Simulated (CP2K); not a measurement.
Runs of CP2K 2026.2 on Na3Cl2. Symmetry: Cmmm, No. 65, orthorhombic system. The conventional cell has a = 3.520 Å, b = 20.341 Å, c = 3.528 Å, α = 90.00°, β = 90.00°, γ = 90.00°. Around Cl (site symmetry m2m) lie 8 Na at 3.00 to 3.05 Å. Around Na (site symmetry m2m) lie 4 Cl at 3.00 Å and 1 Na at 3.44 Å. Na (site symmetry mmm) is surrounded by 8 Cl at 3.05 Å and 2 Na at 3.44 Å. The cell comes from a database or a generator and needn't be the stable form of this composition.

```tsv
level	potentials or basis	NGRIDS	points a segment of the path (NPOINTS)	gap on the mesh (eV)	pressure (GPa)	largest force (eV/Å)
RPBE	POTENTIAL_UZH Cl GTH-PBE-q7, Na GTH-PBE-q9; TZVP-MOLOPT-PBE-GTH basis	5	8	none	1.6	0.20
PBEsol	POTENTIAL_UZH Cl GTH-PBE-q7, Na GTH-PBE-q9; TZVP-MOLOPT-PBE-GTH basis	4	10	none	-0.5	0.14
LDA	GTH_POTENTIALS Cl GTH-PADE-q7, Na GTH-PADE-q9; TZVP-MOLOPT-PBE-GTH basis	4	6	none	(b)	(a)
revPBE	POTENTIAL_UZH Cl GTH-PBE-q7, Na GTH-PBE-q9; TZVP-MOLOPT-PBE-GTH basis	4	6	none	(c)	0.12
```

Alike in all rows: task band structure; no spin polarisation; cell as given; k mesh 6 × 6 × 6; smearing fermi-dirac 0.05 eV.

Q: Estimate the missing entries.

A: (a) 0.13; (b) -2.0; (c) 1.4.

Caveats: the basis of atomic orbitals isn't converged, which shifts pressures, moduli and gaps; an odd number of electrons without spin polarisation forces a metal; a magnetic or distorted state may lie lower; the potentials were made for another functional, which shifts forces and pressure (some runs).

A gap of «none» marks a metal or a gap under the smearing width.

Runs at the PBE level aren't shown here.
